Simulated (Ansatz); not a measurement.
# SrGe2Mo2: the cost of one run

Method: DFT PBE, scalar-relativistic, plane waves, PAW, in Ansatz 0.2.0.

**1. Starting point**

Symmetry: P6/mmm, No. 191, hexagonal system. The conventional cell has a = 4.127 Å, b = 4.127 Å, c = 7.766 Å, α = 90.00°, β = 90.00°, γ = 120.00°. Around Sr (site symmetry 6/mmm) lie 2 Mo at 2.45 Å. Around Ge (site symmetry -6m2) lie 3 Ge at 2.38 Å. Around Mo (site symmetry 6mm) lie 1 Sr at 2.45 Å and 6 Ge at 2.78 Å.

Coordinates:

```
CELL_PARAMETERS angstrom
4.12661 0.00000 0.00000
-2.06330 3.57375 0.00000
0.00000 0.00000 7.76590
ATOMIC_POSITIONS crystal
Sr 0.00000 0.00000 0.00000
Ge 0.66667 0.33333 0.50000
Ge 0.33333 0.66667 0.50000
Mo 0.00000 0.00000 0.31543
Mo 0.00000 0.00000 0.68457
```

A structure generator made this guess: random cell by space group and Wyckoff sites (P6/mmm, No. 191). Lengths come from tabulated atomic sizes and are only a guess.

**2. A first look at the guess**

input.yaml reads:

```yaml
crystal:
  lattice:
    - [4.12660876, 0.0, 0.0]
    - [-2.06330438, 3.57374801, 0.0]
    - [0.0, 0.0, 7.7659014]
  atoms:
    - { symbol: Sr, position: [0.0, 0.0, 0.0] }
    - { symbol: Ge, position: [0.66666667, 0.33333333, 0.5] }
    - { symbol: Ge, position: [0.33333333, 0.66666667, 0.5] }
    - { symbol: Mo, position: [0.0, 0.0, 0.31542564] }
    - { symbol: Mo, position: [0.0, 0.0, 0.68457436] }
basis:
  ecutwfc: 420
kpoints:
  mp_grid: { grid: [6, 6, 2] }
hamiltonian:
  xc: pbe
scf:
  occupations: { method: gaussian, width: 0.1 }
  lower_state_search: "off"
output:
  forces: true
  stress: true
  eigenvalues: true
```

Launch:

```console
$ ansatz run input.yaml --threads 1 --pin off --max-ram 2560MiB --backend cpu --events-out ev --progress --plain --runs-dir out
```

**Question.** How long does this run take on 1 thread of Intel Xeon 6975P-C (Granite Rapids), shared host, and how much memory does it need?

About 2.2 s, with a peak of 0.46 GiB.
